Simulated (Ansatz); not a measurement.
**CH5F2GeN: one species, many methods**

The task here is to estimate one member of a computed series from the others.

Computed with Ansatz 0.2.0, Gaussian basis. Level: functionals in def2-TZVPP, the program's frozen cores in correlated methods.

The runs, in order: LDA (SPW92), PBE-D4, revPBE-D4, BLYP-D4, r2SCAN-D4, B97M-V, PBE0-D4, B3LYP-D4, r2SCANh-D4, r2SCAN0-D4, HSE06-D4, BHLYP-D4, CAM-B3LYP-D4, LC-ωPBE, ωB97X-V, ωB97M-V, B2PLYP, PBE-QIDH; CCSD(T)/def2-SVP; CCSD(T)/def2-TZVPP; MP2/def2-QZVPP; extrapolation to the limit; RPA on PBE.

### The relaxed structure

The geometry comes from an earlier relaxation with PBE0-D4 in a triple-zeta def2 set; it is a stationary point, not always the lowest conformer.

10 atoms, charge 0, spin multiplicity 1.

Atoms are counted from 1 here; the program's logs count them from 0.

Bond lengths: C1–N2 1.454 Å, C1–H6 1.096 Å, C1–H7 1.093 Å, C1–H8 1.091 Å, N2–Ge3 1.791 Å, N2–H9 1.008 Å, Ge3–F4 1.724 Å, Ge3–F5 1.733 Å, Ge3–H10 1.523 Å. Angles: N2–C1–H6 113.5°, N2–C1–H7 110.0°, N2–C1–H8 109.4°, H6–C1–H7 108.5°, H6–C1–H8 108.0°, H7–C1–H8 107.2°, C1–N2–Ge3 122.0°, C1–N2–H9 113.9°, Ge3–N2–H9 115.5°, N2–Ge3–F4 106.6°, N2–Ge3–F5 113.2°, N2–Ge3–H10 114.8°, F4–Ge3–F5 101.8°, F4–Ge3–H10 111.3°, F5–Ge3–H10 108.5°.

Coordinates:

```
C    -0.93329   -0.82859    0.67751
N     0.42623   -0.34004    0.51594
Ge    0.87896    0.78883   -0.79817
F     0.33087    0.07590   -2.26868
F    -0.02053    2.26964   -0.76456
H    -1.58594   -0.13435    1.21817
H    -0.92580   -1.78354    1.20872
H    -1.37283   -1.00866   -0.30481
H     0.92267   -0.21700    1.38498
H     2.36267    1.12672   -0.86620
```

The first run:

Input file in.yaml:

```yaml
crystal:
  periodic: [false, false, false]
  atoms:
    - {symbol: C, position_ang: [-0.933293, -0.828587, 0.677507]}
    - {symbol: N, position_ang: [0.426226, -0.340040, 0.515940]}
    - {symbol: Ge, position_ang: [0.878956, 0.788831, -0.798168]}
    - {symbol: F, position_ang: [0.330866, 0.075904, -2.268680]}
    - {symbol: F, position_ang: [-0.020534, 2.269641, -0.764556]}
    - {symbol: H, position_ang: [-1.585938, -0.134354, 1.218169]}
    - {symbol: H, position_ang: [-0.925797, -1.783545, 1.208723]}
    - {symbol: H, position_ang: [-1.372829, -1.008663, -0.304811]}
    - {symbol: H, position_ang: [0.922673, -0.217004, 1.384977]}
    - {symbol: H, position_ang: [2.362671, 1.126717, -0.866202]}
basis:
  gaussian: {orbitals: def2-TZVPP}
hamiltonian: {xc: lda}
output: {orbitals: {seedname: orbitals}}
```

The run is started by

```bash
> ansatz run in.yaml --threads 4 --pin off --events-out ev --progress --plain --max-ram 10444MiB
```

Among the steps run: LDA; PBE-D4 (GGA); revPBE-D4 (GGA); BLYP-D4 (GGA); r2SCAN-D4 (meta-GGA); B97M-V (meta-GGA); PBE0-D4 (hybrid); B3LYP-D4 (hybrid); r2SCANh-D4 (hybrid); r2SCAN0-D4 (hybrid); HSE06-D4 (hybrid); BHLYP-D4 (hybrid); CAM-B3LYP-D4 (range-separated); LC-ωPBE (range-separated); ωB97X-V (range-separated); ωB97M-V (range-separated); B2PLYP (double hybrid); PBE-QIDH (double hybrid).

One of the session's tables, all rows but one given; the rest of the session is left out.

It belongs to the step «Frontier levels by functional». 

```
  functional  HOMO (eV)  LUMO (eV)  gap (eV)
 LDA (SPW92)      -6.27      -0.87      5.40
      PBE-D4      -6.11      -0.59      5.53
   revPBE-D4      -6.05      -0.46      5.59
     BLYP-D4      -6.01      -0.59      5.41
   r2SCAN-D4      -6.41      -0.13      6.28
      B97M-V          ?          ?         ?
     PBE0-D4      -7.56       0.45      8.01
    B3LYP-D4      -7.33       0.07      7.40
  r2SCANh-D4      -6.95       0.23      7.19
  r2SCAN0-D4      -7.77       0.76      8.53
    HSE06-D4      -7.16       0.07      7.23
    BHLYP-D4      -8.95       1.26     10.21
CAM-B3LYP-D4      -9.01       1.36     10.36
     LC-ωPBE     -10.39       2.73     13.12
     ωB97X-V     -10.02       2.53     12.56
     ωB97M-V      -9.93       2.14     12.07
```

**Question.** Estimate the row for B97M-V.

The run gave: HOMO (eV): -6.53; LUMO (eV): -0.35; gap (eV): 6.17. In the column «HOMO (eV)» it lies between r2SCANh-D4 (-6.95) and r2SCAN-D4 (-6.41).
